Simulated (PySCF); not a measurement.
# CuH₁₀O₅ (+2): ligand-field states

Wanted: ligand-field states for CuH₁₀O₅ (+2) (`[OH2]->[Cu+2](<-[OH2])(<-[OH2])(<-[OH2])<-[OH2]`).

Computed with PySCF 2.14.0 and routines of our own; the level stands in each step. Atoms count from 0.

## 1. The starting structure

16 atoms, charge 2, states of the metal's open shell are computed; geometry from: GFN2-xTB, shaken.

## 2. Relaxing the molecule at B3LYP-D3(BJ)/def2-SVP

What the job is given:

```
{"job": {"xc": "B3LYP", "basis": "def2-SVP", "d3": "d3bj", "grid": 1, "maxiter": 40, "kind": "geom"}, "charge": 2, "metal": "Cu", "open_shell": "d9"}
Cu     0.035740     0.012890    -0.029810
O     -0.114610    -0.147010     2.066830
H     -0.865130     0.290670     2.498210
H      0.664460     0.073080     2.625420
O      1.887180    -0.013630    -1.022120
H      1.880330    -0.383350    -1.924510
H      2.567310    -0.473130    -0.575250
O      0.089890     1.957460    -0.011420
H      0.159310     2.374000    -0.931960
H      0.801790     2.352280     0.516370
O     -1.866100    -0.072270    -1.013360
H     -1.916520     0.252010    -1.926450
H     -2.594400     0.324170    -0.529470
O     -0.004460    -1.952490    -0.080810
H     -0.781900    -2.275710    -0.567170
H     -0.069250    -2.332170     0.805170
```

The run is started by

```
> OMP_NUM_THREADS=1 python lf_run.py task.json out
```

The driver reads the jobs from task.json and runs them one after another.

Log:

```text
step   0  E = -2021.63955274  max force = 0.037870
step   1  E = -2021.64523317  max force = 0.007556
step   2  E = -2021.64656898  max force = 0.005498
step   3  E = -2021.64767166  max force = 0.006105
step   4  E = -2021.64824881  max force = 0.004903
step   5  E = -2021.64869606  max force = 0.001848
step   6  E = -2021.64890420  max force = 0.001935
step   7  E = -2021.64907045  max force = 0.001776
step   8  E = -2021.64930332  max force = 0.002103
step   9  E = -2021.64960977  max force = 0.001825
step  10  E = -2021.64983730  max force = 0.001981
step  11  E = -2021.65022620  max force = 0.002296
step  12  E = -2021.65043831  max force = 0.001972
step  13  E = -2021.65065397  max force = 0.001492
step  14  E = -2021.65075746  max force = 0.001522
step  15  E = -2021.65087356  max force = 0.002015
step  16  E = -2021.65093808  max force = 0.001068
step  17  E = -2021.65100151  max force = 0.000869
step  18  E = -2021.65107803  max force = 0.001565
step  19  E = -2021.65115443  max force = 0.001724
step  20  E = -2021.65128322  max force = 0.001417
step  21  E = -2021.65142641  max force = 0.004005
step  22  E = -2021.65190030  max force = 0.005603
step  23  E = -2021.65262209  max force = 0.003757
step  24  E = -2021.65441582  max force = 0.004715
step  25  E = -2021.65496146  max force = 0.003277
step  26  E = -2021.65526568  max force = 0.002061
step  27  E = -2021.65542501  max force = 0.002312
step  28  E = -2021.65531281  max force = 0.002577
step  29  E = -2021.65567448  max force = 0.001560
step  30  E = -2021.65577609  max force = 0.001536
step  31  E = -2021.65591318  max force = 0.001306
step  32  E = -2021.65600015  max force = 0.001255
step  33  E = -2021.65605723  max force = 0.000890
step  34  E = -2021.65608592  max force = 0.000437
step  35  E = -2021.65611244  max force = 0.000553
step  36  E = -2021.65613917  max force = 0.000768
step  37  E = -2021.65616168  max force = 0.000647
step  38  E = -2021.65618269  max force = 0.000492
step  39  E = -2021.65620493  max force = 0.000463
step  40  E = -2021.65622869  max force = 0.000634
optimisation not converged
```

It took 22 min on 1 thread of Arm Neoverse N1, shared host; peak memory 0.66 GiB.

Step by step: (not every step is listed)

```csv
step,energy from step 0 (eV),largest force component (eV/Å)
0,0.0000,1.9474
1,-0.1546,0.3885
2,-0.1909,0.2827
3,-0.2209,0.3139
4,-0.2366,0.2521
5,-0.2488,0.0950
6,-0.2545,0.0995
7,-0.2590,0.0913
8,-0.2653,0.1081
10,-0.2799,0.1019
12,-0.2962,0.1014
14,-0.3049,0.0783
16,-0.3098,0.0549
18,-0.3136,0.0805
20,-0.3192,0.0729
22,-0.3360,0.2881
24,-0.4044,0.2425
26,-0.4276,0.1060
28,-0.4289,0.1325
30,-0.4415,0.0790
32,-0.4476,0.0645
34,-0.4499,0.0225
35,-0.4506,0.0284
36,-0.4513,0.0395
37,-0.4520,0.0333
38,-0.4525,0.0253
39,-0.4531,0.0238
40,-0.4538,0.0326
```

Close pairs (by a distance rule), those that changed most:

```csv
bond,before (Å),after (Å),change (Å)
Cu0–O10,2.143,2.012,-0.130
Cu0–O1,2.108,2.015,-0.094
Cu0–O4,2.101,2.153,+0.052
Cu0–O7,1.945,1.988,+0.043
O7–H8,1.013,0.972,-0.041
O4–H6,0.935,0.972,+0.037
Cu0–O13,1.966,1.983,+0.017
O10–H12,0.960,0.973,+0.013
```

The final coordinates are the input of the step that follows.

The optimisation stopped before it met its thresholds, so this geometry is not quite a stationary point, and what follows inherits that.

```
                         at the end point                value
rotational constants (GHz, main isotopes)  2.098, 2.017, 1.635
                                     ⟨S²⟩                0.751
```

## 3. Ligand-field states: state-averaged CASSCF

What the job is given:

```
{"job": {"kind": "lf", "basis": {"metal": "x2c-TZVPall", "ligand": "x2c-SVPall"}, "nevpt": true, "tol": 5}, "charge": 2, "metal": "Cu", "open_shell": "d9"}
Cu     0.000000     0.000000     0.000000
O      2.009434     0.027103    -0.140788
H      2.574313    -0.056034    -0.929289
H      2.579259    -0.020971     0.646754
O      0.007714    -0.032183     2.152577
H      0.007080    -0.818406     2.723220
H     -0.001499     0.731651     2.753279
O     -0.020984    -1.972525    -0.247071
H     -0.829060    -2.497226    -0.376561
H      0.747493    -2.552241    -0.380559
O     -2.006850    -0.024643    -0.147852
H     -2.575609     0.017045     0.640645
H     -2.564103     0.101918    -0.935714
O      0.030032     1.963555    -0.276101
H     -0.730716     2.552044    -0.416159
H      0.846625     2.476263    -0.401408
```

With the program's defaults for keys left out, this is: state-averaged CASSCF of the metal d shell, SC-NEVPT2 on the averaged canonical orbitals, state-interaction spin-orbit coupling.

Log:

```text
basis functions 168, electrons 77, active (9e, 5o)
stage 1: DIIS on the effective Fock matrix, level shift 0.30
cycle   1  E = -2032.1262871404  dE = -2.032e+03  max|g| = 7.422e-01
cycle   2  E = -2032.6846917741  dE = -5.584e-01  max|g| = 6.238e-01
cycle   3  E = -2032.5664953196  dE =  1.182e-01  max|g| = 5.516e-01
cycle   4  E = -2032.7433064443  dE = -1.768e-01  max|g| = 8.609e-02
cycle   5  E = -2032.8008414333  dE = -5.753e-02  max|g| = 4.314e-02
cycle   6  E = -2032.8094225779  dE = -8.581e-03  max|g| = 3.105e-02
cycle   7  E = -2032.8046977872  dE =  4.725e-03  max|g| = 4.850e-02
cycle   8  E = -2032.7973818281  dE =  7.316e-03  max|g| = 4.846e-02
cycle   9  E = -2032.7838082946  dE =  1.357e-02  max|g| = 6.828e-02
cycle  10  E = -2032.7596785805  dE =  2.413e-02  max|g| = 6.942e-02
cycle  11  E = -2032.7109620281  dE =  4.872e-02  max|g| = 8.875e-02
cycle  12  E = -2032.6130422565  dE =  9.792e-02  max|g| = 1.741e-01
cycle  13  E = -2032.5105512970  dE =  1.025e-01  max|g| = 2.844e-01
cycle  14  E = -2032.4456082261  dE =  6.494e-02  max|g| = 3.595e-01
cycle  15  E = -2032.4193344252  dE =  2.627e-02  max|g| = 4.012e-01
stage 2: quasi-Newton rotations from the point of smallest gradient
cycle  17  E = -2032.8135141356  dE = -4.092e-03  max|g| = 3.172e-02
cycle  18  E = -2032.8137310904  dE = -2.170e-04  max|g| = 1.993e-02
cycle  19  E = -2032.8138759821  dE = -1.449e-04  max|g| = 3.956e-04
cycle  20  E = -2032.8138766107  dE = -6.285e-07  max|g| = 2.900e-04
cycle  21  E = -2032.8138767147  dE = -1.041e-07  max|g| = 7.001e-05
cycle  22  E = -2032.8138767217  dE = -6.975e-09  max|g| = 1.159e-05
cycle  23  E = -2032.8138767220  dE = -2.487e-10  max|g| = 2.325e-06
converged average energy = -2032.8138767220

 mult deg   label        CASSCF/cm-1   NEVPT2/cm-1
   2   1   2D                  0.0           0.0
   2   1   2D               6108.7        7791.8
   2   1   2D               7090.6        9453.3
   2   1   2D               7702.7        9898.7
   2   1   2D               8680.7       11262.9

spin-orbit levels / cm-1
      0.00  x2  2D 0.99
   7595.55  x2  2D 0.91 2D 0.06
   9210.31  x2  2D 0.67 2D 0.24 2D 0.08
  10372.14  x2  2D 0.63 2D 0.31 2D 0.03
  11713.27  x2  2D 0.86 2D 0.07 2D 0.05
```

Run time: 17 s. Hardware: 1 thread of Arm Neoverse N1, shared host; peak memory 0.51 GiB.

In short:

```
             quantity     value
spin-orbit constant ζ  808 cm⁻¹
```

Powder susceptibility:

```csv
T (K),χT (cm³ K/mol),μ(eff)
2,0.492,1.98
5,0.492,1.99
10,0.493,1.99
20,0.494,1.99
30,0.495,1.99
50,0.497,1.99
75,0.499,2.00
100,0.501,2.00
150,0.506,2.01
200,0.511,2.02
250,0.516,2.03
300,0.520,2.04
```

## 4. Outcome

```
                                                                 quantity                 value
                                     rotational constants (main isotopes)  2.10, 2.02, 1.64 GHz
                    spin-orbit constant ζ (step 3, state-averaged CASSCF)              808 cm⁻¹
ground multiplicity, μ(eff) at 300 K (step 3, 5 donors at 1.98 to 2.15 Å)            2, 2.04 μB
```

What this shows: The optimisation took 40 steps and gained 0.454 eV; among the close pairs (by a distance rule), Cu0–O10 changed most, from 2.143 to 2.012 Å. No frequency check was run at this level, so the end point may be a saddle. In step 3, χT goes from 0.49 at 2 K to 0.52 cm³ K/mol at 300 K: nearly flat, so one level governs the whole range.
